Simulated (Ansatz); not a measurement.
# CH6InNS: one species, many methods

The task here is to estimate one member of a computed series from the others.

Computed with Ansatz 0.2.0, Gaussian basis. Level: functionals in def2-TZVPP, the program's frozen cores in correlated methods.

Levels to be run: LDA (SPW92), PBE-D4, revPBE-D4, BLYP-D4, r2SCAN-D4, B97M-V, PBE0-D4, B3LYP-D4, r2SCANh-D4, r2SCAN0-D4, HSE06-D4, BHLYP-D4, CAM-B3LYP-D4, LC-ωPBE, ωB97X-V, ωB97M-V, B2PLYP, PBE-QIDH; CCSD(T)/def2-SVP; CCSD(T)/def2-TZVPP; MP2/def2-QZVPP; extrapolation to the limit; RPA on PBE.

**Structure used throughout**

An earlier PBE0-D4 in a triple-zeta def2 set relaxation fixed the geometry. In takes the def2 core potential; no spin-orbit term is included.

10 atoms, charge 0, spin multiplicity 1.

Atoms are counted from 1 here; the program's logs count them from 0.

Bond lengths: C1–In2 2.137 Å, C1–H5 1.091 Å, C1–H6 1.090 Å, C1–H7 1.089 Å, In2–N3 2.018 Å, In2–S4 2.397 Å, N3–H8 1.008 Å, N3–H9 1.009 Å, S4–H10 1.343 Å. Angles: In2–C1–H5 109.5°, In2–C1–H6 110.1°, In2–C1–H7 110.2°, H5–C1–H6 108.6°, H5–C1–H7 109.2°, H6–C1–H7 109.3°, C1–In2–N3 124.7°, C1–In2–S4 121.7°, N3–In2–S4 113.4°, In2–N3–H8 119.5°, In2–N3–H9 119.7°, H8–N3–H9 109.7°, In2–S4–H10 94.0°.

Set-up of the first run:

in.yaml reads:

```yaml
crystal:
  periodic: [false, false, false]
  atoms:
    - {symbol: C, position_ang: [-0.276055, 1.907231, 0.361517]}
    - {symbol: In, position_ang: [-0.065731, -0.213203, 0.204728]}
    - {symbol: N, position_ang: [0.767592, -1.173497, -1.362203]}
    - {symbol: S, position_ang: [-0.652390, -1.673642, 2.012511]}
    - {symbol: H, position_ang: [0.705931, 2.376638, 0.290039]}
    - {symbol: H, position_ang: [-0.900596, 2.281989, -0.450010]}
    - {symbol: H, position_ang: [-0.730213, 2.170331, 1.315706]}
    - {symbol: H, position_ang: [0.616667, -2.164128, -1.474735]}
    - {symbol: H, position_ang: [0.790907, -0.727721, -2.266620]}
    - {symbol: H, position_ang: [-0.256101, -2.784006, 1.369066]}
basis:
  gaussian: {orbitals: def2-TZVPP}
hamiltonian: {xc: lda}
output: {orbitals: {seedname: orbitals}}
```

Started as:

```bash
> ansatz run in.yaml --threads 4 --pin off --events-out ev --progress --plain --max-ram 10444MiB
```

Steps of the session up to this table: LDA; PBE-D4 (GGA); revPBE-D4 (GGA); BLYP-D4 (GGA); r2SCAN-D4 (meta-GGA); B97M-V (meta-GGA); B3LYP-D4 (hybrid); r2SCANh-D4 (hybrid); r2SCAN0-D4 (hybrid); HSE06-D4 (hybrid); BHLYP-D4 (hybrid); CAM-B3LYP-D4 (range-separated); LC-ωPBE (range-separated); ωB97X-V (range-separated); ωB97M-V (range-separated); B2PLYP (double hybrid); PBE-QIDH (double hybrid).

One of the session's tables, all rows but one given; the rest of the session is left out.

It belongs to the step «Frontier levels by functional». 

| functional | HOMO (eV) | gap (eV) |
| --- | --- | --- |
| LDA (SPW92) | -5.78 | 4.09 |
| PBE-D4 | -5.60 | 4.14 |
| revPBE-D4 | -5.54 | 4.18 |
| BLYP-D4 | -5.46 | 4.02 |
| r2SCAN-D4 | ? | ? |
| B97M-V | -5.92 | 4.55 |
| PBE0-D4 | -6.89 | 6.23 |
| B3LYP-D4 | -6.64 | 5.69 |
| r2SCANh-D4 | -6.36 | 5.47 |
| r2SCAN0-D4 | -7.09 | 6.59 |
| HSE06-D4 | -6.49 | 5.47 |
| BHLYP-D4 | -8.04 | 8.05 |
| CAM-B3LYP-D4 | -8.25 | 8.41 |
| LC-ωPBE | -9.68 | 10.93 |
| ωB97X-V | -9.29 | 10.41 |
| ωB97M-V | -9.15 | 9.97 |

Estimate the missing values for r2SCAN-D4.

Worked estimate for «HOMO (eV)». Against the share of exact exchange, r2SCANh-D4 (0.1, -6.36), r2SCAN0-D4 (0.25, -7.09) give a slope of -4.87 per unit share; at 0 the line stands at -5.87.

As computed: HOMO (eV): -5.88; gap (eV): 4.70. In «HOMO (eV)» the line misses by +0.01.
